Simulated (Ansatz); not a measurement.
Debugging a relaxation of the ions of O, space group Fmmm (Ansatz 0.2.0, Python API).

`o.cif`
```cif
data_O
_cell_length_a 3.953453
_cell_length_b 3.656985
_cell_length_c 2.574352
_cell_angle_alpha 76.57648
_cell_angle_beta 64.12388
_cell_angle_gamma 39.29964
_symmetry_space_group_name_H-M 'P 1'
_symmetry_Int_Tables_number 1
loop_
_symmetry_equiv_pos_as_xyz
'x, y, z'
loop_
_atom_site_label
_atom_site_type_symbol
_atom_site_fract_x
_atom_site_fract_y
_atom_site_fract_z
O1 O    0.087100    0.087100    0.912900
O2 O    0.912900    0.912900    0.087100
```

Script `relax.py`:
```python
"""Ionic relaxation of O."""

from pathlib import Path

import ansatz as az
from ase.io import read
import numpy as np

CUTOFF_EV = 450
FILLING = "Fixed"
XC = "pbesol"
FMAX = 0.005


def main() -> None:
    atoms = read("o.cif")
    crystal = az.Crystal.from_ase(atoms)

    base = (
        crystal.calculation()
        .kpoints(6)
        .basis(CUTOFF_EV)
        .occupations(FILLING)
        .functional(XC)
        .relax(force_tolerance=FMAX, random_displacement=True, displacement_amplitude=0.03, displacement_seed=547)
        .potential_components()
    )
    steps = []


    def collect(event):
        if event["event"] == "relax_step":
            steps.append(event["data"])


    result = base.session().plan().execute(on_event=collect)
    report = result.report
    print("step   energy (eV)     max comp. (eV/A)  SCF")
    for s in steps:
        print(f"{s['step']:4d} {s['lagrangian_ev']:15.5f} {s['allowed_force_max_ev_ang']:12.4f} {s['n_scf']:5d}")

    first, last = steps[0], steps[-1]
    symbols = [site.symbol for site in result.lattice.sites]
    print(f"energy gained {first['lagrangian_ev'] - last['lagrangian_ev']:.4f} eV in {len(steps) - 1} steps")

    print("relaxed fractional positions")
    for site in result.lattice.sites:
        print(f"  {site.symbol:2s}", " ".join(f"{v % 1:8.5f}" for v in np.round(site.position_frac, 5)))

    moved = np.linalg.norm(np.array(last["positions_ang"]) - np.array(first["positions_ang"]), axis=1)
    print("displacement by atom (A):", " ".join(f"{s}:{d:.3f}" for s, d in zip(symbols, moved)))

    print("atom   start x y z (A)              end x y z (A)")
    for symbol, a, b in zip(symbols, first["positions_ang"], last["positions_ang"]):
        print(f"{symbol:3s}", " ".join(f"{v:8.4f}" for v in a), "  ", " ".join(f"{v:8.4f}" for v in b))

    for key in ("converged", "n_iterations", "n_electrons", "n_kpoints", "n_pw", "n_symmetry_ops", "free_energy_ev", "fermi_energy_ev"):
        print(f"{key:18s} {report[key]}")

    folder = Path(result.write_results("parts"))
    text = (folder / "v_comp_z.tsv").read_text().splitlines()
    rows = np.array([line.split() for line in text if not line.startswith("#")], dtype=float)
    print(text[0])
    print(np.array2string(rows[:: max(len(rows) // 12, 1)], precision=3, suppress_small=True))


if __name__ == "__main__":
    main()
```

```console
$ python relax.py
RunWarning: iter 1: σ=0 fill of 6 bands saw a band overlap (occupied 4.9375 eV > unoccupied 3.2780 eV) — on an unconverged iterate often a transient of an unconverged empty band; one that stands at the close is told there (band_overlap_at_count); if the run fails to converge, the spectrum is likely genuinely metallic at σ=0 — use a smearing of finite width or the tetrahedron method (which not every kind of run takes: see the entry of scf.occupations.method in the input reference), with at least [...]
RunWarning: the bands overlap at the fill by count (6 filled at each k-point of a channel): the highest filled level, 4.568198 eV at k-index 108, stands 1.6964 eV over the lowest empty one, 2.871771 eV at k-index 82, so that a fill of the lowest levels lies lower and no gap is reported. A metal, or a carrier in a host's bands, wants a smearing of finite width or the tetrahedron method (`scf.occupations.method`). A defect's level that its images broaden is meant whole, and this fill is then the [...]
step   energy (eV)     max comp. (eV/A)  SCF
   1     -1116.09092       2.4795     6
   2     -1116.13934       0.2597     7
   3     -1116.13073       0.5109     6
   4     -1116.14480       0.0147     6
   5     -1116.14480       0.0003     4
energy gained 0.0539 eV in 4 steps
relaxed fractional positions
  O   0.09138  0.09154  0.90798
  O   0.91130  0.91145  0.08807
displacement by atom (A): O:0.034 O:0.034
atom   start x y z (A)              end x y z (A)
O     1.6227  -0.1643   2.0921      1.6404  -0.1776   2.0667
O     6.2988   2.0600   0.1751      6.2811   2.0733   0.2005
converged          True
n_iterations       4
n_electrons        12.0
n_kpoints          112
n_pw               465
n_symmetry_ops     1
free_energy_ev     -1116.144804447362
fermi_energy_ev    4.568198287447324
# z_ang	v_loc[eV]	v_h[eV]	v_xc[eV]
[[  0.    -18.483  13.147 -12.879]
 [  0.143 -16.994  12.22  -12.708]
 [  0.286 -12.936   9.717 -12.234]
 [  0.429  -6.847   6.032 -11.494]
 [  0.572   0.008   1.686 -10.586]
 [  0.715   6.474  -2.744  -9.608]
 [  0.858  12.403  -6.712  -8.648]
 [  1.001  17.038  -9.791  -7.853]
 [  1.144  19.572 -11.712  -7.338]
 [  1.287  20.292 -12.334  -7.163]
 [  1.43   19.458 -11.617  -7.364]
 [  1.573  16.775  -9.608  -7.901]
 [  1.716  12.009  -6.455  -8.713]
 [  1.859   6.031  -2.438  -9.679]
 [  2.002  -0.473   2.005 -10.654]
 [  2.145  -7.325   6.322 -11.553]
 [  2.288 -13.301   9.94  -12.277]
 [  2.431 -17.189  12.341 -12.731]]
```
(Warnings from the package without file and line, shortened, repeats left out.)

No error stopped it. What is wrong with the input all the same?

The fault: fixed occupations, though the bands overlap at this level of theory. The correction:

```diff
--- before
+++ after
@@ -9,3 +9,4 @@
 CUTOFF_EV = 450
-FILLING = "Fixed"
+FILLING = "fermi_dirac"
+SIGMA = 0.05
 XC = "pbesol"
@@ -22,3 +23,3 @@
         .basis(CUTOFF_EV)
-        .occupations(FILLING)
+        .occupations(FILLING, width=SIGMA)
         .functional(XC)
```

The mended script runs so:

```console
$ python relax.py
step   energy (eV)     max comp. (eV/A)  SCF
   1     -1116.34639       2.4642     6
   2     -1116.37639       0.3492     6
   3     -1116.35855       1.1466     6
   4     -1116.40118       0.0553     6
   5     -1116.40126       0.0011     6
   6     -1116.40126       0.0011     6
energy gained 0.0549 eV in 5 steps
relaxed fractional positions
  O   0.09129  0.09157  0.90805
  O   0.91139  0.91142  0.08800
displacement by atom (A): O:0.033 O:0.033
atom   start x y z (A)              end x y z (A)
O     1.6227  -0.1643   2.0921      1.6402  -0.1776   2.0669
O     6.2988   2.0600   0.1751      6.2813   2.0733   0.2003
converged          True
n_iterations       6
n_electrons        12.0
n_kpoints          112
n_pw               465
n_symmetry_ops     1
free_energy_ev     -1116.401264038759
fermi_energy_ev    3.4465617421431647
# z_ang	v_loc[eV]	v_h[eV]	v_xc[eV]
[[  0.    -18.49   13.14  -12.886]
 [  0.143 -17.001  12.213 -12.715]
 [  0.286 -12.941   9.712 -12.24 ]
 [  0.429  -6.849   6.028 -11.501]
 [  0.572   0.009   1.684 -10.593]
 [  0.715   6.477  -2.743  -9.616]
 [  0.858  12.407  -6.708  -8.658]
 [  1.001  17.042  -9.785  -7.863]
 [  1.144  19.575 -11.704  -7.345]
 [  1.287  20.295 -12.326  -7.169]
 [  1.43   19.461 -11.609  -7.371]
 [  1.573  16.779  -9.602  -7.911]
 [  1.716  12.013  -6.451  -8.722]
 [  1.859   6.034  -2.438  -9.686]
 [  2.002  -0.472   2.003 -10.661]
 [  2.145  -7.327   6.318 -11.56 ]
 [  2.288 -13.306   9.934 -12.283]
 [  2.431 -17.196  12.334 -12.738]]
```

What to keep in mind:
- Total energies depend on the potentials; only differences at equal settings carry meaning. A total without «per atom» is that of the cell as typed.
- For a metal this mesh is far too coarse, so the numbers only illustrate the procedure.
- The zero of the levels is a convention of the potentials, so an absolute Fermi energy is no work function.
- Energies along a relaxation are free energies. A last row that repeats the one before re-solves the same geometry more tightly.
- The first row is the displaced cell, and groups found at tight tolerances show what the force threshold leaves of the kick.
- No spin polarisation was allowed.
- This isn't the structure that O takes at ambient conditions.
- The whole script took 6.8 s on 1 thread of Intel(R) Xeon(R) 6975P-C (Granite Rapids) (shared host), peak memory 0.45 GiB.
